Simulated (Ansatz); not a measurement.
# C (Fd-3m): an equation of state far from equilibrium

An exercise on one series of results from a longer session: the logs are not shown, and one member is left open.

Program: Ansatz 0.2.0. Level of theory: DFT r²SCAN, scalar-relativistic, plane waves, PAW. These are calculated values, not measurements.

## The starting structure

The structure is cubic, space group Fd-3m (No. 227). Conventional cell: a = 3.560 Å, b = 3.560 Å, c = 3.560 Å, α = 90.00°, β = 90.00°, γ = 90.00°. Around C (site symmetry -43m) lie 4 C at 1.54 Å.

Structure file:

```cif
data_structure
_symmetry_space_group_name_H-M 'P 1'
_symmetry_Int_Tables_number 1
_cell_length_a 2.5174
_cell_length_b 2.5174
_cell_length_c 2.5174
_cell_angle_alpha 60.000
_cell_angle_beta 60.000
_cell_angle_gamma 60.000
_cell_volume 11.28
loop_
_atom_site_label
_atom_site_type_symbol
_atom_site_fract_x
_atom_site_fract_y
_atom_site_fract_z
_atom_site_occupancy
C1 C 0.00000 0.00000 0.00000 1
C2 C 0.25000 0.25000 0.25000 1
```

This cell comes from an earlier session at r²SCAN: 5.641 Å³/atom at 0.04 GPa, on a 12×12×12 mesh.

The first run:

Contents of input.yaml:

```yaml
crystal:
  lattice:
    - [0.0, 1.7560435139, 1.7560435139]
    - [1.7560435139, 0.0, 1.7560435139]
    - [1.7560435139, 1.7560435139, 0.0]
  atoms:
    - { symbol: C, position: [0.0, 0.0, 0.0] }
    - { symbol: C, position: [0.25, 0.25, 0.25] }
basis:
  ecutwfc: 500
  ecutrho_ratio: 4
kpoints:
  mp_grid: { grid: [12, 12, 12] }
hamiltonian:
  xc: r2scan
scf:
  occupations: { method: gaussian, width: 0.05 }
output:
  forces: true
  stress: true
  eigenvalues: true
```

On the command line:

```bash
> ansatz run input.yaml --threads 1 --pin off --max-ram 2560MiB --backend cpu --events-out ev --progress --plain --runs-dir out
```

Among the steps run: Volume × 0.96; Volume × 1.04; Volume × 0.92; Volume × 0.88; Volume × 0.84; Volume × 0.8.

One table of the session follows, with a row left open; its other results are not shown here.

```
volume (Å³/atom)  energy above the lowest (meV/atom)  pressure (GPa)  gap on the mesh (eV)
           4.513                               445.8           150.1                  4.96
           4.738                                   ?               ?                     ?
           4.964                               139.2            72.6                  4.70
           5.189                                57.8            43.8                  4.59
           5.415                                13.6            19.9                  4.49
           5.641                                 0.0             0.0                  4.39
           5.866                                11.9           -16.4                  4.29
```

Q: Estimate the row for volume (Å³/atom) = 4.738 from the others.

Worked estimate for «energy above the lowest (meV/atom)». A straight line through the neighbours (4.513, 445.8) and (4.964, 139.2) gives 445.8 + (139.2 − 445.8) × (4.738 − 4.513) / (4.964 − 4.513) = 292.8; a parabola fitted to 3 rows on both sides gives 268.9.

The run gave: energy above the lowest (meV/atom): 265.3; pressure (GPa): 107.6; gap on the mesh (eV): 4.83. In «energy above the lowest (meV/atom)» the line misses by +27.5 and the parabola by +3.6.

Limits of these values: Other structures may be lower in enthalpy at these pressures.
